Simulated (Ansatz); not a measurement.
# C₂H₆BNO: up Jacob's ladder to CCSD(T)

How much do the methods differ for C₂H₆BNO? The plan is to run it at one geometry with functionals of several rungs and with coupled cluster, and see how far each lands from CCSD(T) at the basis-set limit for the atomisation energy.

Program: Ansatz 0.2.0, Gaussian basis. Level of theory: functionals in def2-TZVPP, the program's frozen cores in correlated methods. These are calculated values, not measurements.

Levels to be run: PBE-D4, r2SCAN-D4, PBE0-D4, B3LYP-D4, ωB97X-V, ωB97M-V, B2PLYP; CCSD(T)/def2-TZVPP; MP2/def2-QZVPP; extrapolation to the limit.

## Step 1: The geometry

All runs share one geometry, relaxed beforehand with PBE0-D4 in a triple-zeta def2 set.

SMILES `CC1OB1N`, 11 atoms, charge 0, spin multiplicity 1.

Atoms are counted from 1 here; the program's logs count them from 0.

Bond lengths: C1–C2 1.498 Å, C1–H6 1.094 Å, C1–H7 1.092 Å, C1–H8 1.094 Å, C2–O3 1.504 Å, C2–B4 1.509 Å, C2–H9 1.090 Å, O3–B4 1.349 Å, B4–N5 1.385 Å, N5–H10 1.006 Å, N5–H11 1.003 Å. Angles: C2–C1–H6 109.7°, C2–C1–H7 111.6°, C2–C1–H8 111.4°, H6–C1–H7 108.0°, H6–C1–H8 107.8°, H7–C1–H8 108.3°, C1–C2–O3 114.7°, C1–C2–B4 125.2°, C1–C2–H9 114.3°, O3–C2–B4 53.2°, O3–C2–H9 110.5°, B4–C2–H9 119.8°, C2–O3–B4 63.6°, C2–B4–O3 63.2°, C2–B4–N5 158.2°, O3–B4–N5 138.6°, B4–N5–H10 122.5°, B4–N5–H11 122.9° and more.

## Step 2: PBE-D4 (GGA)

in.yaml

```yaml
crystal:
  periodic: [false, false, false]
  atoms:
    - {symbol: C, position_ang: [-1.543173, -0.326668, 0.608437]}
    - {symbol: C, position_ang: [-0.136601, 0.161767, 0.770239]}
    - {symbol: O, position_ang: [0.915998, -0.905471, 0.648402]}
    - {symbol: B, position_ang: [0.941509, 0.070887, -0.281638]}
    - {symbol: N, position_ang: [1.672066, 0.414808, -1.406477]}
    - {symbol: H, position_ang: [-2.222933, 0.527155, 0.534445]}
    - {symbol: H, position_ang: [-1.658265, -0.927689, -0.295561]}
    - {symbol: H, position_ang: [-1.856951, -0.930253, 1.465407]}
    - {symbol: H, position_ang: [0.029502, 0.759912, 1.665916]}
    - {symbol: H, position_ang: [2.445221, -0.136227, -1.737728]}
    - {symbol: H, position_ang: [1.479026, 1.234778, -1.950942]}
basis:
  gaussian: {orbitals: def2-TZVPP}
hamiltonian: {xc: pbe, dispersion: d4}
output: {forces: true, orbitals: {seedname: orbitals}}
```

The run is started by

```sh
$ ansatz run in.yaml --threads 4 --pin off --events-out ev --progress --plain --max-ram 10444MiB
```

Further steps of the session: r2SCAN-D4 (meta-GGA); PBE0-D4 (hybrid); B3LYP-D4 (hybrid); ωB97X-V (range-separated); ωB97M-V (range-separated); B2PLYP (double hybrid); CCSD(T) in def2-TZVPP; MP2 in def2-QZVPP.

Q: Predict the results of all the runs planned. Wanted: atomisation energy, CCSD(T)/CBS; farthest; mean size of error, hybrid; mean size of error, range-separated; gap, smallest and largest; T1 diagnostic; triples share of the correlation energy.

As calculated:

| quantity | value |
| --- | --- |
| atomisation energy, CCSD(T)/CBS | 1069.0 kcal/mol |
| functionals within 5.3 kcal/mol (0.5 %) | B2PLYP |
| farthest | PBE-D4 (+36.3 kcal/mol) |
| mean size of error, hybrid | 9.5 kcal/mol |
| mean size of error, range-separated | 8.1 kcal/mol |
| gap, smallest and largest | 6.04 eV (PBE-D4), 12.39 eV (ωB97X-V) |
| T1 diagnostic | 0.0126 |
| triples share of the correlation energy | 4.0 % |

What this shows: PBE-D4 is off by +36.3 kcal/mol. Double hybrids carry the basis error of their MP2 part in triple zeta, and no dispersion term here, so their miss is partly the set-up's. The reference freezes the cores and leaves out relativity and excitations past (T), so misses under about 5.3 kcal/mol can't be ranked. Hartree-Fock recovers 72 % of the binding; the rest is correlation. The gap grows from 6.0 to 12.4 eV across the functionals, mostly with the share of exact exchange.
